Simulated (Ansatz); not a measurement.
# BFH5NO: the cost of one run

Method: RHF/def2-SVP, in Ansatz 0.2.0.

### 1 The starting structure

Bond lengths: B1–F2 1.670 Å, B1–H3 1.190 Å, B1–N4 1.550 Å, N4–H5 1.060 Å, N4–H6 1.060 Å, B1–O7 1.710 Å, O7–H8 1.010 Å, F2–H9 1.041 Å, O7–H9 1.132 Å. Angles: B1–F2–H9 80.7°, F2–B1–H3 120.0°, F2–B1–N4 120.0°, F2–B1–O7 71.6°, H3–B1–N4 120.0°, H3–B1–O7 105.4°, N4–B1–O7 92.8°, B1–N4–H5 120.0°, B1–N4–H6 120.0°, H5–N4–H6 120.0°, B1–O7–H8 109.5°, B1–O7–H9 76.7°, H8–O7–H9 113.7°, F2–H9–O7 131.0°.

Structure file:

```xyz
9

B     0.0000    0.0000    0.0000
F     0.0000    0.0000    1.6700
H     1.0305    0.0000   -0.5950
N    -1.3423    0.0000   -0.7750
H    -2.0112   -0.8164   -0.6764
H    -1.5914    0.8164   -1.4036
O    -0.2139    1.6086    0.5392
H    -1.1525    1.9139    0.3252
H    -0.1354    1.0186    1.5024
```

### 2 A restrained relaxation towards end A

Springs on the bonds that form and break draw the guess towards this end; the thresholds are loose.

Contents of input.yaml:

```yaml
crystal:
  periodic: [false, false, false]
  atoms:
    - { symbol: B, position_ang: [0.0, 0.0, 0.0] }
    - { symbol: F, position_ang: [0.0, 0.0, 1.67] }
    - { symbol: H, position_ang: [1.0305, 0.0, -0.595] }
    - { symbol: "N", position_ang: [-1.3423, 0.0, -0.775] }
    - { symbol: H, position_ang: [-2.0112, -0.8164, -0.6764] }
    - { symbol: H, position_ang: [-1.5914, 0.8164, -1.4036] }
    - { symbol: O, position_ang: [-0.2139, 1.6086, 0.5392] }
    - { symbol: H, position_ang: [-1.1525, 1.9139, 0.3252] }
    - { symbol: H, position_ang: [-0.1354, 1.0186, 1.5024] }
basis:
  gaussian: { orbitals: def2-SVP }
hamiltonian:
  xc: hf
relax:
  f_tol: 0.15
  max_steps: 25
  restrain:
    - { distance: [0, 6], at: 2.61, k: 30.0 }
    - { distance: [8, 1], at: 2.12, k: 30.0 }
    - { distance: [0, 1], at: 1.32, k: 30.0 }
    - { distance: [8, 6], at: 1.01, k: 30.0 }
```

On the command line:

```console
> ansatz run input.yaml --threads 2 --pin off --max-ram 3072MiB --backend cpu --events-out ev --progress --plain --runs-dir out
```

What time and memory should one allow on 2 threads of Arm Neoverse V2, shared host?

About 14 s, with a peak of 0.14 GiB.
